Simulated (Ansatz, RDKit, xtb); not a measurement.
# C2H11NO2Si2: ranking a sample of isomers

A sample of isomers of C2H11NO2Si2 is drawn. Aim: find which of them has the lowest free energy at 298.15 K, then its properties. The sample is small against all isomers, and the most stable one of this formula need not be in it.

Plan: many cheap relaxations first (GFN2-xTB), then density-functional screening, relaxation at r2SCAN-D4/def2-SVP, vibrations (at GFN2-xTB) and a final energy. The numbers are computed, not measured.

## Step 1: Possible bonding patterns

Isomers were taken from a list of plausible structures; this is a sample, not all of them. That gives 3 candidates.

| label | SMILES | spin |
| --- | --- | --- |
| c645 | CO[SiH](N[SiH3])OC | singlet |
| c844 | CO[SiH2]N[SiH2]OC | singlet |
| c892 | CO[SiH2]N([SiH3])OC | singlet |

Candidates are built by distance geometry, with a force field where one applies, in up to four conformers (letters a to d).

**Question.** With final energies at CCSD(T)/def2-SVP + MP2/def2-TZVPP - MP2/def2-SVP, which structure will this search put lowest in free energy, and by what margin?

| quantity | value |
| --- | --- |
| lowest structure found | CO[SiH](N[SiH3])OC, singlet |
| next finalist | CO[SiH2]N[SiH2]OC, singlet, 4.1 kcal/mol higher in G |
| share at equilibrium, among the finalists | 99.9 % |

The search ends on `CO[SiH](N[SiH3])OC`. The margin of 4.1 kcal/mol over the next finalist is beyond the usual error of the last level; it says nothing of structures that weren't ranked. With 3 minima in the window unscreened, the next finalist need not be the second lowest, and margin and share hold for the finalists alone. HF/STO-3G, r2SCAN-D4/def2-SVP, r2SCAN-D4/def2-SVP, relaxed, HF/def2-SVP and MP2/def2-SVP already put its bonding pattern lowest among the structures in one piece; GFN2-xTB favours the singlet CO[SiH2]N[SiH2]OC. 3 minima inside the window were never screened. Lowest found is not proven lowest: the search is finite, and each finalist counts with one conformer. Only 3 drawn patterns were tried, so whole families of isomers are missing, and the result ranks only the part of this sample that was screened. The lowest isomer need not be the one that is made and kept in a bottle, which depends on barriers.
